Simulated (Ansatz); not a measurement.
# SnH3OF (SMILES [OH][SnH2][F]) at CCSD/def2-SVPD (core potential)

What is the vertical singlet–triplet gap of SnH3OF at CCSD/def2-SVPD (core potential)? 

Program for the calculation: Ansatz 0.2.0.

73 further runs of the same task are left out: 73 set aside as unsound or not needed.

## (1) The structure to begin with

The species is SnH3OF (6 atoms), meant as a singlet with charge 0. As SMILES, `[OH][SnH2][F]`. The coordinates come from a PBE0-D4/def2-TZVP relaxation. This is one conformer, not always the lowest.

Bond lengths: O1–Sn2 1.948 Å, Sn2–F3 1.922 Å, O1–H4 0.960 Å, Sn2–H5 1.701 Å, Sn2–H6 1.692 Å. Angles: O1–Sn2–F3 105.3°, O1–Sn2–H5 111.8°, O1–Sn2–H6 106.0°, F3–Sn2–H5 104.3°, F3–Sn2–H6 107.5°, Sn2–O1–H4 114.0°, H5–Sn2–H6 120.8°.

## (2) A single-point energy at CCSD/def2-SVPD (core potential)

input.yaml reads:

```yaml
crystal:
  periodic: [false, false, false]
  atoms:
    - {symbol: O, position_ang: [-1.414400, -0.333000, -0.425000]}
    - {symbol: Sn, position_ang: [0.302300, 0.255900, 0.283700]}
    - {symbol: F, position_ang: [1.409100, -1.315100, 0.302100]}
    - {symbol: H, position_ang: [-1.368600, -0.685700, -1.316700]}
    - {symbol: H, position_ang: [1.096100, 1.317100, -0.782100]}
    - {symbol: H, position_ang: [0.017500, 0.696700, 1.891900]}
basis:
  gaussian: {orbitals: def2-SVPD}
correlation: {method: ccsd, frozen_orbitals: {F: 1, H: 0, O: 1, Sn: 4}}
accuracy: high
scf: {omitted_lower_state_checks: [cluster_reference, increment]}
```

Launch:

```
$ ansatz run input.yaml --threads 1 --pin off --max-ram 3480MiB --events-out events.jsonl --progress --plain --runs-dir runs
```

Standard output (excerpt; [...] marks lines left out):

```text
Warning: RAYON_NUM_THREADS=1 ignored (pool sized by the plan → 1); use --threads N
Functional definition: HF
  name "HF"
[...]
2210 factors; integrals over basis functions are off by at most 2.9e-9 eV
[...]
mean field -10593.15181947 eV, -389.2911490691 hartree, gradient 1.8e-8 eV, S^2 0.000000; 0 other end points of the search recorded, 0 dependent functions left out
6 core orbitals not correlated: weight in the atoms' cores, before any rotation towards them, 1.000 or more for the frozen orbitals, at most 0.000 for the correlated occupied ones
reference -10593.15181947 eV, -389.2911490691 hartree; 15, 15 occupied and 81, 81 virtual orbitals, 2210 factors
second order -14.42805863 eV of doubles, -0.00000000 eV of singles
cycle   1  -14.40125519 eV  change    2.7e-2 eV  update   1.1e-1
[...]
cycle  21  -14.92496500 eV  change    1.5e-9 eV  update   1.5e-9
Total energy: -10608.07678447 eV, -389.8396314165 hartree
Checks for a lower state left out: cluster_reference, increment
```

Wall time 32 s (1 thread of Arm Neoverse V1, shared host); peak memory 0.82 GiB.

## (3) The triplet, same level

input.yaml: that of step 2 with these lines changed.

```diff
@@ -1 +1,4 @@
+basis:
+  gaussian:
+    orbitals: def2-SVPD
 crystal:
@@ -9,6 +12,10 @@
     - {symbol: H, position_ang: [0.017500, 0.696700, 1.891900]}
-basis:
-  gaussian: {orbitals: def2-SVPD}
-correlation: {method: ccsd, frozen_orbitals: {F: 1, H: 0, O: 1, Sn: 4}}
+magnetization:
+  spin_polarized: true
+  initial_magnetization: 2
+correlation:
+  method: ccsd
+  frozen_orbitals: {F: 1, H: 0, O: 1, Sn: 4}
 accuracy: high
-scf: {omitted_lower_state_checks: [cluster_reference, increment]}
+scf:
+  omitted_lower_state_checks: [cluster_reference, increment]
```

Launch:

```
$ ansatz run input.yaml --threads 1 --pin off --max-ram 3480MiB --events-out events.jsonl --progress --plain --runs-dir runs
```

Standard output (excerpt; [...] marks lines left out):

```text
Warning: RAYON_NUM_THREADS=1 ignored (pool sized by the plan → 1); use --threads N
Functional definition: HF
  name "HF"
[...]
2210 factors; integrals over basis functions are off by at most 2.9e-9 eV
[...]
mean field -10587.29159080 eV, -389.0757896379 hartree, gradient 2.1e-8 eV, S^2 2.008313; 10 other end points of the search recorded, 0 dependent functions left out
6 core orbitals not correlated: weight in the atoms' cores, before any rotation towards them, 1.000 or more for the frozen orbitals, at most 0.000 for the correlated occupied ones
reference -10587.29159080 eV, -389.0757896379 hartree; 16, 14 occupied and 80, 82 virtual orbitals, 2210 factors
second order -13.23538118 eV of doubles, -0.00000000 eV of singles
cycle   1  -13.57522340 eV  change   -3.4e-1 eV  update   1.1e-1
[...]
cycle  45  -14.10715793 eV  change  -5.1e-10 eV  update   2.6e-9
Total energy: -10601.39874873 eV, -389.5942181296 hartree
Checks for a lower state left out: cluster_reference, increment
```

Wall time 3.8 min (1 thread of Arm Neoverse V1, shared host); peak memory 1.8 GiB.

## (4) Summary of results

At CCSD/def2-SVPD (core potential), 6 core orbitals frozen:

```
                                            quantity          value
                               singlet: total energy  -389.83963 Eh
singlet: correlation energy (6 core orbitals frozen)     -548.5 mEh
                              singlet: T1 diagnostic          0.014
                               triplet: total energy  -389.59422 Eh
triplet: correlation energy (6 core orbitals frozen)     -518.4 mEh
          triplet: ⟨S²⟩ of the reference determinant          2.008
                              triplet: T1 diagnostic          0.024
    vertical energy of the triplet above the singlet       6.678 eV
```

In words: At this shape the triplet lies 6.68 eV (154 kcal/mol) above the singlet.
